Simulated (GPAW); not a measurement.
A calculation with GPAW 26.7.0 of NbSi (cli, Cartesian positions):

NbSi.xyz

```xyz
2
Lattice="3.1564400000 0.0000000000 0.0000000000 0.0000000000 3.1564400000 0.0000000000 0.0000000000 0.0000000000 3.1564400000" Properties=species:S:1:pos:R:3 pbc="T T T"
Nb     0.0000000000      0.0000000000      0.0000000000
Si     1.5782200000      1.5782200000      1.5782200000
```

Potentials or basis: GPAW PAW data sets (gpaw-data 1.2.1), pw.

Command:

```sh
$ OMP_NUM_THREADS=1 gpaw run NbSi.xyz -p 'mode=PW(600),xc=PBE,kpts={size:(8,8,8),gamma:True},occupations={name:fermi-dirac,width:0.05},nbands=19,convergence={density:1e-05,energy:1e-05},maxiter=150,txt=gpaw.txt' --properties efs -w gs.gpw
```

The cell was built by a generator and needn't be a form met in nature.

Write the same calculation in another form: ASE script, structure typed inline.

As run:

File run.py:

```python
from ase import Atoms
from ase.dft.bandgap import bandgap
from ase.io import write
from ase.units import Bohr, GPa
from gpaw import GPAW, PW
from gpaw.elf import elf_from_dft_calculation

atoms = Atoms(['Nb', 'Si'],
              cell=[[3.15644, 0.0, 0.0],
                    [0.0, 3.15644, 0.0],
                    [0.0, 0.0, 3.15644]],
              scaled_positions=[[0.0, 0.0, 0.0],
                                [0.5, 0.5, 0.5]],
              pbc=True)

calc = GPAW(mode=PW(600),
            xc='PBE',
            kpts={'size': (8, 8, 8), 'gamma': True},
            occupations={'name': 'fermi-dirac', 'width': 0.05},
            nbands=19,
            convergence={'density': 1e-05, 'energy': 1e-05},
            maxiter=150,
            txt='gpaw.txt')
atoms.calc = calc
energy = atoms.get_potential_energy()
forces = atoms.get_forces()
stress = atoms.get_stress()
calc.write('gs.gpw')
write('result.traj', atoms)
print(f'Energy: {energy:.6f} eV')
print('Forces (eV/A):')
print(forces.round(4))
print('Stress (GPa):', (stress / GPa).round(3))
print('Fermi level:', round(calc.get_fermi_level(), 4), 'eV')
print(f'Gap: {bandgap(calc)[0]:.4f} eV, direct: {bandgap(calc, direct=True)[0]:.4f} eV')

# fields on the real-space grid
write('density.cube', atoms, data=calc.get_pseudo_density() * Bohr**3)
write('potential.cube', atoms, data=calc.get_electrostatic_potential())
write('elf.cube', atoms, data=elf_from_dft_calculation(calc).data)
```

Potentials or basis: GPAW PAW data sets (gpaw-data 1.2.1), pw.

The run is started by

```console
$ OMP_NUM_THREADS=1 python run.py
```

Both were run:

|  | cli, Cartesian positions | ASE script, structure typed inline |
| --- | --- | --- |
| Pressure | -0.3 GPa | -0.3 GPa |
| Band gap on the k mesh | none (metal or under the smearing width) | none (metal or under the smearing width) |

Keys that steer only the numerical path or the files written may differ.
